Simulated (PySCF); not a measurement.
**Si5H12O: electronic excitations**

What electronic excitations should Si5H12O (`O[Si@@H]([SiH3])[SiH2][SiH2][SiH3]`) show?

Computed with PySCF 2.14.0, with density-fitted response routines of our own, on a single molecule in the gas phase. Atoms are numbered from 0 throughout.

## (1) The starting structure

18 atoms, charge 0, multiplicity 1; geometry from: GFN2-xTB.

Bonds of the start (Å): O0–Si1 1.64, Si1–Si2 2.32, Si1–Si3 2.32, Si3–Si4 2.32, Si4–Si5 2.31, O0–H6 0.95, Si1–H7 1.47, Si2–H8 1.47, Si2–H9 1.47, Si2–H10 1.46, Si3–H11 1.47, Si3–H12 1.48, Si4–H13 1.47, Si4–H14 1.47, Si5–H15 1.47, Si5–H16 1.47, Si5–H17 1.46.

## (2) Excited states and response: B3LYP/def2-SVPD

The job: settings as JSON, then the geometry in Å.

```
{"job": {"kind": "uv", "xc": "B3LYP", "basis": "def2-SVPD", "nstates": 8, "ntriplets": 3}, "charge": 0, "multiplicity": 1}
O     -0.790715    -2.013713    -0.502289
Si    -1.361126    -0.571368    -1.048633
Si    -3.680330    -0.541948    -0.993675
Si    -0.184711     1.102639     0.054386
Si     2.053389     1.360417    -0.518233
Si     3.495543    -0.214941     0.372808
H     -0.921232    -2.313589     0.391268
H     -0.871411    -0.695307    -2.430401
H     -4.329877    -1.858240    -1.054918
H     -4.182541     0.079123     0.239914
H     -4.234186     0.240426    -2.101299
H     -0.931878     2.365066    -0.073049
H     -0.244843     0.846110     1.511731
H      2.533779     2.715998    -0.192940
H      2.146376     1.327844    -1.989683
H      4.800251     0.318182     0.774937
H      2.921231    -0.829394     1.575936
H      3.773520    -1.310988    -0.557036
```

Method: TDDFT B3LYP/def2-SVPD, vertical, gas phase, core orbitals frozen in the response.

The run is started by

```sh
OMP_NUM_THREADS=1 python probes_run.py task.json out
```

The driver reads the jobs from task.json and runs them one after another.

What will the session give for the following? lowest singlet (B3LYP/def2-SVPD); brightest single state of those computed; lowest triplet. Wanted: lowest singlet; brightest single state of those computed; lowest triplet.

**Answer**, as computed:

```
                                quantity                        value
        lowest singlet (B3LYP/def2-SVPD)  5.11 eV (242 nm), f = 0.032
brightest single state of those computed  state 2, 5.76 eV, f = 0.443
                          lowest triplet                      4.65 eV
```

In words: The first singlet state (HOMO→LUMO 0.93) lies at 5.11 eV and is weak; of the 8 states computed, the strongest absorption comes from state 2 at 5.76 eV. The lowest triplet lies 0.46 eV below the lowest singlet (triplets in Tamm-Dancoff, singlets in full TDDFT).
